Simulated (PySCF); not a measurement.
# 3-bromofuran: geometry, electronic excitations

Wanted: the electronic excitations of 3-bromofuran (`Brc1ccoc1`), by calculation.

Computed with PySCF 2.14.0, with density-fitted response routines of our own, on a single molecule in the gas phase. Atoms count from 0, in the outputs and in this text.

## Step 1: The starting structure

9 atoms, charge 0, multiplicity 1; geometry from: MMFF94s.

Bonds of the start (Å): Br0–C1 1.87, C1–C2 1.41, C2–C3 1.38, C3–O4 1.36, O4–C5 1.36, C5–C1 1.37, C2–H6 1.08, C3–H7 1.08, C5–H8 1.08.

## Step 2: Relaxing the molecule at PBE0-D3(BJ)/def2-SVP

What the job is given:

```
{"job": {"xc": "PBE0", "basis": "def2-SVP", "d3": "d3bj", "grid": 1, "kind": "geom"}, "charge": 0, "multiplicity": 1}
Br     2.674185     0.766920     0.220646
C      0.912952     0.160254     0.072704
C     -0.222385     0.989948     0.008819
C     -1.296537     0.134253    -0.093922
O     -0.879572    -1.161217    -0.096014
C      0.477661    -1.137015     0.006554
H     -0.266161     2.069261     0.033368
H     -2.365446     0.278843    -0.170469
H      0.965303    -2.101248     0.018315
```

Command:

```sh
$ OMP_NUM_THREADS=1 python probes_run.py task.json out
```

The driver reads the jobs from task.json and runs them one after another.

**Question.** This job is followed by: TDDFT PBE0/aug-cc-pVDZ, vertical, gas phase, core orbitals frozen in the response; TDDFT PBE0/def2-TZVPD, vertical, gas phase, core orbitals frozen in the response. Predict these results of the whole session: point group; rotational constants (main isotopes); lowest singlet (PBE0/aug-cc-pVDZ); brightest single state of those computed; lowest triplet; range of the lowest singlet.

**Answer**, as computed:

| quantity | value |
| --- | --- |
| point group | Cs |
| rotational constants (main isotopes) | 9.38, 1.27, 1.12 GHz |
| lowest singlet (PBE0/aug-cc-pVDZ) | 5.39 eV (230 nm), f = 0.000 |
| brightest single state of those computed | state 2, 5.87 eV, f = 0.075 |
| lowest triplet | 3.94 eV |
| range of the lowest singlet | 5.39 to 5.40 eV |

What this shows: Over 8 steps the energy fell by 0.034 eV; of the close pairs, C1–C2 changed most, 1.408 to 1.430 Å. The lowest singlet, at 5.39 eV, is HOMO→LUMO+1 0.86, HOMO→LUMO+2 0.08 and is dark; of the 10 states computed, the strongest absorption comes from state 2 at 5.87 eV. The lowest triplet lies 1.46 eV below the lowest singlet (triplets in Tamm-Dancoff, singlets in full TDDFT). The lowest singlet runs from 5.39 eV (PBE0/aug-cc-pVDZ) to 5.40 eV (PBE0/def2-TZVPD), while the orbital gap spans 6.56 to 6.58 eV. The lowest state need not be the same one in every run.
